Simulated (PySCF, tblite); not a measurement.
**C6H14SeSi: geometry, infrared bands and NMR shifts**

Aim: predict the infrared bands and NMR shifts of C6H14SeSi (`C[Se]C[C@H]1CCC[SiH2]1`).

Computed with tblite 0.8.0 and PySCF 2.14.0, with density-fitted response routines of our own, on a single molecule in the gas phase. Atoms count from 0, in the outputs and in this text.

### Step 1. The molecule as given

22 atoms, charge 0, multiplicity 1; geometry from: force field or distance geometry start.

Bonds of the start (Å): C0–Se1 1.95, Se1–C2 1.93, C2–C3 1.53, C3–C4 1.54, C4–C5 1.54, C5–C6 1.53, C6–Si7 1.85, Si7–C3 1.84, C0–H8 1.11, C0–H9 1.11, C0–H10 1.10, C2–H11 1.11, C2–H12 1.10, C3–H13 1.12, C4–H14 1.10, C4–H15 1.11, C5–H16 1.11, C5–H17 1.11, C6–H18 1.11, C6–H19 1.11, Si7–H20 1.47, Si7–H21 1.47.

### Step 2. Geometry optimisation with GFN2-xTB

The job: settings as JSON, then the geometry in Å.

```
{"job": {"kind": "relax", "xc": "GFN2-xTB", "basis": "xTB"}, "charge": 0, "multiplicity": 1}
C      3.941500     0.583100     0.106700
Se     2.531900    -0.178400     1.216100
C      1.233600    -0.099800    -0.216200
C     -0.134200    -0.624800     0.238300
C     -0.795800     0.249600     1.322000
C     -2.318100     0.033400     1.265200
C     -2.774500     0.051500    -0.191200
Si    -1.358600    -0.669800    -1.140200
H      4.115300    -0.067400    -0.772900
H      3.625400     1.597100    -0.226400
H      4.866800     0.662800     0.694500
H      1.125900     0.951400    -0.568000
H      1.592700    -0.715800    -1.052000
H     -0.015700    -1.668500     0.632700
H     -0.407500     0.008000     2.326100
H     -0.586800     1.327400     1.128500
H     -2.552600    -0.949700     1.724800
H     -2.837900     0.818000     1.848900
H     -3.700800    -0.547400    -0.316700
H     -2.938400     1.094500    -0.519100
H     -0.981700     0.219400    -2.247300
H     -1.640800    -2.055500    -1.556600
```

Command:

```sh
> OMP_NUM_THREADS=1 python probes_run.py task.json out
```

One launch serves the whole session: the jobs run in the order shown.

Standard output:

```text
step      E/eV     max force
  0    -676.74141    1.901
  1    -676.86404    0.474
  2    -676.89665    0.425
  3    -676.91931    0.391
  4    -676.93397    0.241
  5    -676.94508    0.194
  6    -676.95354    0.251
  7    -676.96110    0.244
  8    -676.96693    0.160
  9    -676.97144    0.145
 10    -676.97496    0.139
 11    -676.97770    0.151
 12    -676.97956    0.093
 13    -676.98073    0.062
 14    -676.98166    0.078
 15    -676.98258    0.079
 16    -676.98354    0.078
 17    -676.98457    0.074
 18    -676.98570    0.092
 19    -676.98682    0.090
 20    -676.98784    0.073
 21    -676.98878    0.077
 22    -676.98978    0.093
 23    -676.99095    0.092
 24    -676.99218    0.085
 25    -676.99330    0.083
 26    -676.99431    0.067
 27    -676.99522    0.086
 28    -676.99604    0.079
 29    -676.99672    0.056
 30    -676.99732    0.057
 31    -676.99794    0.089
 32    -676.99865    0.098
 33    -676.99933    0.070
 34    -676.99982    0.041
 35    -677.00011    0.034
 36    -677.00030    0.031
 37    -677.00048    0.029
 38    -677.00067    0.036
 39    -677.00084    0.033
 40    -677.00099    0.032
 41    -677.00113    0.033
 42    -677.00128    0.027
 43    -677.00143    0.032
 44    -677.00157    0.024
 45    -677.00168    0.028
 46    -677.00180    0.028
 47    -677.00194    0.037
 48    -677.00208    0.031
 49    -677.00220    0.026
 50    -677.00230    0.028
 51    -677.00242    0.032
 52    -677.00257    0.041
 53    -677.00274    0.039
 54    -677.00291    0.039
 55    -677.00306    0.028
 56    -677.00323    0.033
 57    -677.00339    0.030
 58    -677.00352    0.036
 59    -677.00363    0.030
 60    -677.00371    0.021
 61    -677.00377    0.019
 62    -677.00382    0.018
 63    -677.00385    0.018
 64    -677.00389    0.015
 65    -677.00393    0.019
 66    -677.00398    0.018
 67    -677.00402    0.016
 68    -677.00407    0.016
 69    -677.00413    0.022
 70    -677.00418    0.020
 71    -677.00423    0.016
 72    -677.00427    0.014
 73    -677.00432    0.016
 74    -677.00439    0.022
 75    -677.00446    0.021
 76    -677.00452    0.018
 77    -677.00459    0.018
 78    -677.00465    0.018
 79    -677.00471    0.017
 80    -677.00477    0.020
 81    -677.00482    0.019
 82    -677.00486    0.015
 83    -677.00491    0.017
 84    -677.00498    0.020
 85    -677.00506    0.024
 86    -677.00515    0.024
 87    -677.00527    0.024
 88    -677.00542    0.024
 89    -677.00556    0.026
 90    -677.00568    0.036
 91    -677.00580    0.028
 92    -677.00591    0.020
 93    -677.00598    0.018
 94    -677.00603    0.014
 95    -677.00609    0.015
 96    -677.00613    0.011
 97    -677.00616    0.010
 98    -677.00618    0.011
 99    -677.00620    0.011
100    -677.00622    0.011
101    -677.00624    0.011
102    -677.00627    0.011
103    -677.00629    0.010
104    -677.00631    0.009
```

It took 1.2 s on 1 thread of Intel Xeon at 2.70GHz, shared host.

Along the way: (not every step is listed)

```csv
step,energy from step 0 (eV),largest force (eV/Å)
0,0.0000,1.9010
1,-0.1226,0.4738
2,-0.1552,0.4246
3,-0.1779,0.3912
4,-0.1926,0.2410
5,-0.2037,0.1938
6,-0.2121,0.2515
7,-0.2197,0.2442
8,-0.2255,0.1598
17,-0.2432,0.0737
26,-0.2529,0.0673
35,-0.2587,0.0340
44,-0.2602,0.0245
53,-0.2613,0.0394
62,-0.2624,0.0175
71,-0.2628,0.0161
80,-0.2634,0.0197
89,-0.2641,0.0257
98,-0.2648,0.0110
99,-0.2648,0.0107
100,-0.2648,0.0112
101,-0.2648,0.0110
102,-0.2649,0.0114
103,-0.2649,0.0099
104,-0.2649,0.0091
```

Close pairs (by a distance rule), those that changed most:

```csv
bond,before (Å),after (Å),change (Å)
C3–Si7,1.844,1.917,+0.073
C6–Si7,1.851,1.905,+0.054
Se1–C2,1.935,1.989,+0.054
C3–H13,1.122,1.096,-0.026
C0–H9,1.113,1.088,-0.025
C2–C3,1.534,1.509,-0.025
C6–H18,1.110,1.088,-0.022
C2–H11,1.114,1.092,-0.022
```

The end geometry stands in the next job.

### Step 3. Infrared spectrum with GFN2-xTB

The job: settings as JSON, then the geometry in Å.

```
{"job": {"kind": "ir", "xc": "GFN2-xTB", "basis": "xTB"}, "charge": 0, "multiplicity": 1}
C      4.037065     0.539319     0.173547
Se     2.489299     0.059194     1.259972
C      1.200849    -0.057611    -0.250131
C     -0.151913    -0.572908     0.174939
C     -0.808170     0.308809     1.241618
C     -2.289399    -0.043994     1.306578
C     -2.854875     0.027571    -0.116388
Si    -1.459870    -0.646193    -1.224586
H      4.261428    -0.270707    -0.516519
H      3.819575     1.454379    -0.372840
H      4.874391     0.698647     0.846786
H      1.131640     0.948823    -0.668736
H      1.664830    -0.719612    -0.984709
H     -0.018402    -1.575848     0.595084
H     -0.319209     0.171486     2.211373
H     -0.697610     1.359059     0.958652
H     -2.396829    -1.061007     1.690177
H     -2.824140     0.626585     1.982014
H     -3.792050    -0.520474    -0.193460
H     -3.077274     1.065332    -0.368584
H     -1.132582     0.242337    -2.343529
H     -1.667163    -2.013802    -1.704165
```

Standard output:

```text
mode    cm-1     km/mol
  1      35.5      2.38
  2      61.7      0.49
  3      85.9      0.43
  4     109.9      1.84
  5     141.1      0.24
  6     177.5      0.27
  7     196.0      0.05
  8     239.9      0.14
  9     369.3      1.10
 10     392.8     15.81
 11     473.8     40.81
 12     516.0     25.08
 13     533.2      6.50
 14     573.1     26.83
 15     588.3      6.49
 16     651.5    186.15
 17     705.7      2.27
 18     722.0    117.49
 19     781.4    241.71
 20     784.4     85.38
 21     816.7      7.59
 22     873.5     17.99
 23     882.8     12.08
 24     893.2      2.07
 25     944.7      3.59
 26     977.5      2.81
 27    1024.0     11.65
 28    1057.9     10.34
 29    1091.5     11.59
 30    1117.6     32.38
 31    1127.9      6.70
 32    1167.6     19.52
 33    1199.8     31.38
 34    1210.2     13.40
 35    1255.1     37.08
 36    1271.5      2.38
 37    1287.2     13.33
 38    1295.1      3.90
 39    1328.8      6.52
 40    1339.5      1.72
 41    1435.7      8.19
 42    1438.8      4.73
 43    1442.6      1.33
 44    1480.8      2.04
 45    1491.2      0.64
 46    1503.3      0.49
 47    2245.1    367.78
 48    2262.9    264.55
 49    2918.4     19.11
 50    2937.8     23.47
 51    2940.6     64.26
 52    2946.2     27.38
 53    2960.1     18.75
 54    2967.8     37.18
 55    2982.4     51.39
 56    2983.0     90.72
 57    2999.8     11.34
 58    3005.8     19.25
 59    3010.9     37.14
 60    3035.5     10.88
```

Run time: 1.3 s. Hardware: 1 thread of Intel Xeon at 2.70GHz, shared host.

Which atoms move in the most intense modes:

```csv
cm⁻¹,km/mol,atoms
652,186.2,"H20 47 %, H21 33 %"
722,117.5,"Si7 26 %, C6 17 %, C3 13 %, H19 10 %"
781,241.7,"H21 44 %, H20 44 %"
784,85.4,"C6 32 %, H18 30 %, H19 10 %"
2245,367.8,H20 92 %
2263,264.6,H21 93 %
2941,64.3,"H14 41 %, H11 20 %, H12 18 %"
2983,90.7,"H16 44 %, H19 37 %"
```

### Step 4. Nuclear shieldings: PBE0/pcSseg-1

Settings changed since step 3:

```diff
@@ -1,2 +1,2 @@
-{"job": {"kind": "ir", "xc": "GFN2-xTB", "basis": "xTB"}, "charge": 0, "multiplicity": 1}
+{"job": {"kind": "nmr", "xc": "PBE0", "basis": "pcSseg-1"}, "charge": 0, "multiplicity": 1}
 C      4.037065     0.539319     0.173547
```

Method: GIAO PBE0/pcSseg-1 NMR shielding, non-relativistic, gas phase.

Standard output:

```text
coarse grid: 79432 points
cycle   1  E = -2927.0583744731  dE = -3.583e-01  |g| = 7.708e-01  |ddm| = 4.238e+00
cycle   2  E = -2927.0412387599  dE =  1.714e-02  |g| = 6.279e-01  |ddm| = 8.789e-01
cycle   3  E = -2927.1100779974  dE = -6.884e-02  |g| = 1.700e-01  |ddm| = 6.598e-01
cycle   4  E = -2927.1174926224  dE = -7.415e-03  |g| = 3.108e-02  |ddm| = 2.005e-01
cycle   5  E = -2927.1176922426  dE = -1.996e-04  |g| = 1.141e-02  |ddm| = 4.248e-02
cycle   6  E = -2927.1177267959  dE = -3.455e-05  |g| = 2.241e-03  |ddm| = 1.255e-02
cycle   7  E = -2927.1177279625  dE = -1.167e-06  |g| = 5.523e-04  |ddm| = 2.875e-03
final grid: 167456 points
cycle   8  E = -2927.1177368613  dE = -6.697e-08  |g| = 6.053e-04  |ddm| = 2.485e-03
cycle   9  E = -2927.1177368175  dE =  4.377e-08  |g| = 7.343e-04  |ddm| = 1.417e-03
cycle  10  E = -2927.1177369546  dE = -1.371e-07  |g| = 1.034e-04  |ddm| = 7.551e-04
cycle  11  E = -2927.1177369575  dE = -2.939e-09  |g| = 9.566e-06  |ddm| = 1.258e-04
cycle  12  E = -2927.1177369576  dE = -3.547e-11  |g| = 4.341e-06  |ddm| = 1.431e-05
converged SCF energy = -2927.1177369576

GIAO shielding tensors (ppm)
atom      isotropic    diamagn.    paramagn.     s11        s22        s33       span
  0 C      171.083     247.280     -76.197    154.304    170.645    188.299     33.995
  1 Se    1660.750    3000.047   -1339.296   1296.174   1489.008   2197.070    900.896
  2 C      142.207     247.283    -105.076    105.043    154.789    166.789     61.745
  3 C      157.941     251.552     -93.611    139.259    160.716    173.848     34.589
  4 C      145.639     248.537    -102.898    125.848    150.007    161.062     35.214
  5 C      155.175     248.870     -93.694    132.784    160.478    172.263     39.480
  6 C      175.604     253.217     -77.613    156.140    171.627    199.045     42.904
  7 Si     376.480     880.736    -504.256    324.590    373.460    431.390    106.800
  8 H       29.578      29.062       0.516     23.416     27.301     38.016     14.600
  9 H       29.720      29.520       0.199     23.430     27.598     38.132     14.702
 10 H       30.001      27.539       2.462     24.065     26.347     39.591     15.526
 11 H       28.923      32.784      -3.861     22.605     29.883     34.282     11.677
 12 H       28.734      32.513      -3.779     21.261     30.597     34.345     13.084
 13 H       30.240      33.172      -2.932     25.696     30.404     34.621      8.925
 14 H       29.437      31.828      -2.391     22.350     31.364     34.596     12.246
 15 H       30.694      32.818      -2.124     25.525     31.542     35.014      9.489
 16 H       30.419      30.993      -0.573     25.534     28.746     36.977     11.443
 17 H       29.567      29.454       0.113     23.792     27.587     37.321     13.530
 18 H       30.655      28.479       2.176     25.582     27.365     39.017     13.435
 19 H       30.798      30.493       0.305     26.379     27.645     38.371     11.991
 20 H       27.802      29.859      -2.057     24.114     26.320     32.971      8.857
 21 H       27.520      29.826      -2.306     23.862     25.098     33.600      9.738
```

Run time: 1.7 min. Hardware: 1 thread of Intel Xeon at 2.70GHz, shared host; peak memory 1.1 GiB.

The references, computed at this level on geometries of the same kind, shield at (ppm): ¹H TMS 31.72, ¹³C TMS 186.9, ²⁹Si TMS 349.2, ⁷⁷Se Me2Se 1758. Their shielding less the atom's gives the shift. The references are single molecules in the gas phase. Atoms listed in one row are averaged.

```csv
atoms,environment,σ (ppm),δ (ppm)
C2,sp3 CH2 bonded to Se,142.2,44.7
C4,sp3 CH2 in a ring,145.6,41.3
C5,sp3 CH2 in a ring,155.2,31.7
C3,sp3 CH bonded to Si,157.9,29.0
C0,methyl carbon bonded to Se,171.1,15.8
C6,sp3 CH2 bonded to Si,175.6,11.3
H21,"hydrogen on a silicon bonded to 2 C, in a 5-membered ring",27.52,4.20
H20,"hydrogen on a silicon bonded to 2 C, in a 5-membered ring",27.80,3.92
H12,hydrogen on an sp3 CH2 bonded to Se,28.73,2.98
H11,hydrogen on an sp3 CH2 bonded to Se,28.92,2.79
H14,hydrogen on an sp3 CH2 in a ring,29.44,2.28
H17,hydrogen on an sp3 CH2 in a ring,29.57,2.15
"H8, H9, H10",hydrogen on a methyl carbon bonded to Se,29.77,1.95
H13,hydrogen on an sp3 CH bonded to Si,30.24,1.48
H16,hydrogen on an sp3 CH2 in a ring,30.42,1.30
H18,hydrogen on an sp3 CH2 bonded to Si,30.65,1.06
H15,hydrogen on an sp3 CH2 in a ring,30.69,1.02
H19,hydrogen on an sp3 CH2 bonded to Si,30.80,0.92
Se1,selenium bonded to 2 C,1661,98
Si7,"silicon bonded to 2 C, 2 H, in a 5-membered ring",376.5,-27.3
```

The run also stored atomic charges by several schemes (e):

```csv
atoms,Mulliken,IAO,Hirshfeld,ESP fit
C0,-0.34,-0.54,-0.14,-0.57
Se1,-0.16,0.09,0.01,-0.06
C2,-0.21,-0.34,-0.09,-0.89
C3,-0.57,-0.37,-0.11,0.10
C4,-0.18,-0.25,-0.07,-0.23
C5,-0.20,-0.25,-0.07,0.07
C6,-0.53,-0.54,-0.16,-0.23
Si7,0.69,0.73,0.34,0.34
```

Mayer bond orders: C0–Se1 1.03, Se1–C2 0.98, C2–C3 1.04, C3–C4 0.99, C4–C5 1.04, C5–C6 1.03, C6–Si7 0.93, Si7–C3 0.86.

Ring of atoms C3, C4, C5, C6, Si7: NICS(0) -4.8, NICS(1) -4.0, NICS(1)zz -1.7 ppm (means of both faces).

### Step 5. What came out

```
                                                              quantity                                                                       value
                             strongest single infrared mode (GFN2-xTB)                                                       2245 cm⁻¹, 368 km/mol
                                          zero-point energy (GFN2-xTB)                                                              113.4 kcal/mol
                                ¹³C shifts against TMS (PBE0/pcSseg-1)                                      44.7, 41.3, 31.7, 29.0, 15.8, 11.3 ppm
¹H shifts against TMS (PBE0/pcSseg-1, means over atoms taken as alike)  4.20, 3.92, 2.98, 2.79, 2.28, 2.15, 1.95, 1.48, 1.30, 1.06, 1.02, 0.92 ppm
                             ⁷⁷Se shifts against Me2Se (PBE0/pcSseg-1)                                                                      98 ppm
                               ²⁹Si shifts against TMS (PBE0/pcSseg-1)                                                                   -27.3 ppm
```

**Reading.** Relaxing lowered the energy by 0.265 eV in 104 steps; the close pair that moved most is C3–Si7, from 1.844 to 1.917 Å. All 60 modes are real, so the xTB geometry is a minimum. The strongest single mode, at 2245 cm⁻¹, moves mainly H20. Unscaled tight-binding wavenumbers are off by several per cent, some by more. Its intensities can rank the bands wrongly. At PBE0/pcSseg-1: The widest tensor belongs to Se1: span 901 ppm, with a paramagnetic part of -1339 ppm. Spin-orbit coupling is left out, which matters for shieldings and couplings at and beside the heavy atoms.
